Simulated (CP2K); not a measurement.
**One shape, several levels: CH3ClF2Si (SMILES C[Si](F)(F)Cl)**

Aim: a comparison of 5 runs (AM1, PM3, GFN2-xTB, PM6, GFN1-xTB) of CH3ClF2Si. 

The calculation is run with CP2K 2026.2.

2 further runs of the same task are left out: 2 that didn't finish.

### Step 1. The structure to begin with

CH3ClF2Si has 8 atoms, charge 0, and is taken as a singlet. SMILES: `C[Si](F)(F)Cl`. The C1–H7 distance was set to 1.419 Å, away from the relaxed value.

Bond lengths: C1–Si2 1.832 Å, Si2–F3 1.582 Å, Si2–F4 1.582 Å, Si2–Cl5 2.029 Å, C1–H6 1.092 Å, C1–H8 1.091 Å. Angles: C1–Si2–F3 111.0°, C1–Si2–F4 111.0°, C1–Si2–Cl5 112.6°, F3–Si2–F4 106.6°, F3–Si2–Cl5 107.7°, F4–Si2–Cl5 107.8°, Si2–C1–H6 110.1°, Si2–C1–H8 110.4°, H6–C1–H8 108.7°. A long bond or contact: C1–H7 1.419 Å.

### Step 2. A single-point energy at AM1 (run 1)

The input, molecule.xyz:

```xyz
8

C     -0.828990    -0.412819     0.205841
Si     0.670110     0.037581    -0.745559
F      1.966510    -0.586119    -0.087259
F      0.595710    -0.529419    -2.220559
Cl     0.942610     2.044681    -0.867259
H     -0.937590    -1.499219     0.243441
H     -0.740200     0.080400     1.533400
H     -1.719290     0.010981    -0.262259
```

The input, job.inp:

```
&GLOBAL
 PROJECT_NAME job
 RUN_TYPE ENERGY
 PRINT_LEVEL MEDIUM
&END GLOBAL

&FORCE_EVAL
 METHOD QUICKSTEP
 &DFT
  CHARGE 0
  MULTIPLICITY 1
  &QS
   METHOD AM1
   EPS_DEFAULT 1.0E-10
   &SE
    &COULOMB
     CUTOFF [angstrom] 50
     RC_RANGE [angstrom] 0
    &END COULOMB
    &EXCHANGE
     CUTOFF [angstrom] 50
     RC_RANGE [angstrom] 0
    &END EXCHANGE
   &END SE
  &END QS
  ! cluster boundary conditions
  &POISSON
   PERIODIC NONE
   POISSON_SOLVER ANALYTIC
  &END POISSON
  ! self-consistent field
  &SCF
   SCF_GUESS ATOMIC
   EPS_SCF 1.0E-06
   MAX_SCF 30
   &OT ON
    MINIMIZER DIIS
    PRECONDITIONER FULL_ALL
   &END OT
   &OUTER_SCF
    EPS_SCF 1.0E-06
    MAX_SCF 10
   &END OUTER_SCF
  &END SCF
  &PRINT
   &MOMENTS
    PERIODIC F
    REFERENCE COM
    MAX_MOMENT 1
   &END MOMENTS
   &MO_CUBES
    NLUMO 5
    NHOMO -1
    WRITE_CUBE F
   &END MO_CUBES
   &HIRSHFELD OFF
   &END HIRSHFELD
  &END PRINT
 &END DFT
 &SUBSYS
  ! box in angstrom
  &CELL
   ABC [angstrom] 15.7 15.5 15.8
   PERIODIC NONE
  &END CELL
  &TOPOLOGY
   COORD_FILE_NAME molecule.xyz
   COORD_FILE_FORMAT XYZ
   &CENTER_COORDINATES
   &END CENTER_COORDINATES
  &END TOPOLOGY
 &END SUBSYS
&END FORCE_EVAL
```

On the command line:

```bash
$ OMP_NUM_THREADS=1 cp2k.psmp -i job.inp > job.out 2>&1
```

The log of the run:

```text
CP2K| version string:                                       CP2K version 2026.2
[...]
 GLOBAL| Method name                                                        CP2K
[...]
 GLOBAL| Run type                                                         ENERGY
[...]
                             - Atoms:                                          8
[...]
                             - Spherical basis functions:                     23
[...]
 Number of electrons:                                                         32
[...]
     1 OT DIIS     0.15E+00    0.0     0.26809352       -54.5632829563 -5.46E+01
[...]
     6 OT DIIS     0.15E+00    0.0     0.00000083       -58.8730884218 -3.56E-10
  *** SCF run converged in     6 steps ***
  Core-core repulsion energy [eV]:                           2265.31127035201735
  Core Hamiltonian energy [eV]:                             -2702.41751153263112
  Two-electron integral energy [eV]:                        -2329.82393337158237
  Electronic energy [eV]:                                   -3867.32947821842254
  Total energy [eV]:                                        -1602.01820786640496
  Atomic reference energy [eV]:                              1592.57063022332591
  Heat of formation [kcal/mol]:                              -217.86633339531568
[...]
 SE_DIPOLE| Moment [Debye]          1.62894241       1.14349207      -1.16442643
 SE_DIPOLE| Derivative [a.u.]       0.00000000       0.00000000       0.00000000
 *** WARNING in qs_scf_post_se.F:140 :: Printing of MO cube files not ***
 *** implemented for Semi-Empirical method.                           ***
 ENERGY| Total FORCE_EVAL ( QS ) energy [hartree]            -58.873088421793575
[...]
```

It took 0.4 s on 1 thread of Arm Neoverse V2, shared host.

### Step 3. A single-point energy at PM3 (run 2)

The input, molecule.inp:

```
&GLOBAL
    PROJECT_NAME molecule
    RUN_TYPE ENERGY
    PRINT_LEVEL MEDIUM
&END GLOBAL
&FORCE_EVAL
    METHOD QS
    &DFT
        &QS
            METHOD PM3
            EPS_DEFAULT 1.0E-10
            &SE
                &COULOMB
                    CUTOFF [angstrom] 50
                    RC_RANGE [angstrom] 0
                &END COULOMB
                &EXCHANGE
                    CUTOFF [angstrom] 50
                    RC_RANGE [angstrom] 0
                &END EXCHANGE
            &END SE
        &END QS
        &POISSON
            PERIODIC NONE
            POISSON_SOLVER ANALYTIC
        &END POISSON
        &SCF
            SCF_GUESS ATOMIC
            EPS_SCF 1.0E-07
            MAX_SCF 50
            &OT
                MINIMIZER DIIS
                PRECONDITIONER FULL_ALL
            &END OT
            &OUTER_SCF
                EPS_SCF 1.0E-07
                MAX_SCF 10
            &END OUTER_SCF
        &END SCF
        &PRINT
            &MOMENTS
                PERIODIC F
                REFERENCE COM
                MAX_MOMENT 1
            &END MOMENTS
            &MO_CUBES
                NLUMO 1
                NHOMO -1
                WRITE_CUBE F
            &END MO_CUBES
            &HIRSHFELD OFF
            &END HIRSHFELD
        &END PRINT
    &END DFT
    &SUBSYS
        &CELL
            ABC 13.7 13.5 13.8
            PERIODIC NONE
        &END CELL
        &COORD
            C     -0.828990    -0.412819     0.205841
            Si     0.670110     0.037581    -0.745559
            F      1.966510    -0.586119    -0.087259
            F      0.595710    -0.529419    -2.220559
            Cl     0.942610     2.044681    -0.867259
            H     -0.937590    -1.499219     0.243441
            H     -0.740200     0.080400     1.533400
            H     -1.719290     0.010981    -0.262259
        &END COORD
        &TOPOLOGY
            &CENTER_COORDINATES
            &END CENTER_COORDINATES
        &END TOPOLOGY
    &END SUBSYS
&END FORCE_EVAL
```

On the command line:

```bash
$ OMP_NUM_THREADS=1 cp2k.psmp -i molecule.inp -o molecule.out
```

The log of the run:

```text
CP2K| version string:                                       CP2K version 2026.2
[...]
 GLOBAL| Method name                                                        CP2K
[...]
 GLOBAL| Run type                                                         ENERGY
[...]
                             - Atoms:                                          8
[...]
                             - Spherical basis functions:                     23
[...]
 Number of electrons:                                                         32
[...]
     1 OT DIIS     0.15E+00    0.0     0.28292930       -49.0274768999 -4.90E+01
[...]
     9 OT DIIS     0.15E+00    0.0     0.00000002       -52.9112669105 -1.34E-12
  *** SCF run converged in     9 steps ***
  Core-core repulsion energy [eV]:                           2064.88413970739748
  Core Hamiltonian energy [eV]:                             -2396.50321209411686
  Two-electron integral energy [eV]:                        -2216.33944370462723
  Electronic energy [eV]:                                   -3504.67293394643093
  Total energy [eV]:                                        -1439.78879423903322
  Atomic reference energy [eV]:                              1430.25159622332512
  Heat of formation [kcal/mol]:                              -219.93302844878184
[...]
 SE_DIPOLE| Moment [Debye]          1.68835621       1.71190434      -1.06422108
 SE_DIPOLE| Derivative [a.u.]       0.00000000       0.00000000       0.00000000
 *** WARNING in qs_scf_post_se.F:140 :: Printing of MO cube files not ***
 *** implemented for Semi-Empirical method.                           ***
 ENERGY| Total FORCE_EVAL ( QS ) energy [hartree]            -52.911266910526173
[...]
```

Run time: 0.54 s. Hardware: 1 thread of Arm Neoverse V2, shared host.

Runs 3 to 4 aren't shown in full; the table further down has their settings and results.

### Step 4. A single-point energy at GFN1-xTB (run 5)

The input, molecule.pdb:

```
HETATM    1 C    MOL A   1      -0.829  -0.413   0.206  1.00  0.00           C
HETATM    2 Si   MOL A   1       0.670   0.038  -0.746  1.00  0.00          SI
HETATM    3 F    MOL A   1       1.967  -0.586  -0.087  1.00  0.00           F
HETATM    4 F    MOL A   1       0.596  -0.529  -2.221  1.00  0.00           F
HETATM    5 Cl   MOL A   1       0.943   2.045  -0.867  1.00  0.00          CL
HETATM    6 H    MOL A   1      -0.938  -1.499   0.243  1.00  0.00           H
HETATM    7 H    MOL A   1      -0.740   0.080   1.533  1.00  0.00           H
HETATM    8 H    MOL A   1      -1.719   0.011  -0.262  1.00  0.00           H
END
```

The input, run.inp:

```
&GLOBAL
   PROJECT_NAME run
   RUN_TYPE ENERGY
   PRINT_LEVEL MEDIUM
&END

&FORCE_EVAL
   METHOD Quickstep
   &DFT
      &QS
         METHOD XTB
         EPS_DEFAULT 1.0E-10
         &XTB
            GFN_TYPE 1
            CHECK_ATOMIC_CHARGES F
         &END
      &END
      &POISSON
         PERIODIC NONE
         POISSON_SOLVER ANALYTIC
      &END
      &SCF
         SCF_GUESS ATOMIC
         EPS_SCF 1.0E-07
         MAX_SCF 40
         &OT
            MINIMIZER CG
            PRECONDITIONER FULL_SINGLE_INVERSE
         &END
         &OUTER_SCF
            EPS_SCF 1.0E-07
            MAX_SCF 10
         &END
      &END
      &PRINT
         &MOMENTS
            PERIODIC F
            REFERENCE COM
            MAX_MOMENT 1
         &END
         &MO_CUBES
            NLUMO 3
            NHOMO -1
            WRITE_CUBE F
         &END
         &HIRSHFELD OFF
         &END
      &END
   &END
   &SUBSYS
      &CELL
         ABC 15.7 15.5 15.8
         PERIODIC NONE
      &END
      &TOPOLOGY
         COORD_FILE_NAME molecule.pdb
         COORD_FILE_FORMAT PDB
         CONN_FILE_FORMAT OFF
         &CENTER_COORDINATES
         &END
      &END
   &END
&END
```

On the command line:

```bash
$ OMP_NUM_THREADS=1 cp2k.psmp -i run.inp > run.out 2>&1
```

The log of the run:

```text
CP2K| version string:                                       CP2K version 2026.2
[...]
 GLOBAL| Method name                                                        CP2K
[...]
 GLOBAL| Run type                                                         ENERGY
[...]
                             - Atoms:                                          8
[...]
                             - Spherical basis functions:                     36
[...]
 Number of electrons:                                                         32
[...]
     1 OT CG       0.80E-01    0.0     0.08899845       -20.2088665136 -2.02E+01
[...]
    15 OT CG       0.81E-01    0.0     0.00000008       -20.3092860565 -4.41E-13
  *** SCF run converged in    15 steps ***
[...]
 TB_DIPOLE| Moment [Debye]         -1.80943115       0.28461516       1.09026731
 TB_DIPOLE| Derivative [a.u.]       0.00000000       0.00000000       0.00000000
[...]
 ENERGY| Total FORCE_EVAL ( QS ) energy [hartree]            -20.309286056515798
[...]
```

Run time: 0.4 s. Hardware: 1 thread of Arm Neoverse V2, shared host.

### Step 5. The series

```
run     level  SCF convergence threshold  iteration cap  energy (Eh)  dipole moment (D)  heat of formation (kcal/mol)  wall time
  1       AM1                      1e-06             30   -58.873088               2.31                        -217.9      0.4 s
  2       PM3                      1e-07             50   -52.911267               2.63                        -219.9     0.54 s
  3  GFN2-xTB                      1e-06            150   -19.535179               2.44                             –     0.22 s
  4       PM6                      1e-07             80   -52.848166               2.60                        -223.5     0.22 s
  5  GFN1-xTB                      1e-07             40   -20.309286               2.13                             –      0.4 s
```

### Step 6. Summary of results

| quantity | value |
| --- | --- |
| run 5: total energy | -20.30929 Eh |
| run 5: dipole moment (from atomic charges alone) | 2.13 D |
| run 5: HOMO energy | -12.48 eV |
| run 5: dispersion energy | -6.99 kJ/mol |

What this shows: The dipole moment (its size) runs from 2.13 D (GFN1-xTB) to 2.63 D (PM3). Some of these are taken from atomic charges alone. Force-field and semi-empirical energies have zeros of their own, so their totals don't compare. All runs together took 1.8 s, the longest 0.54 s.
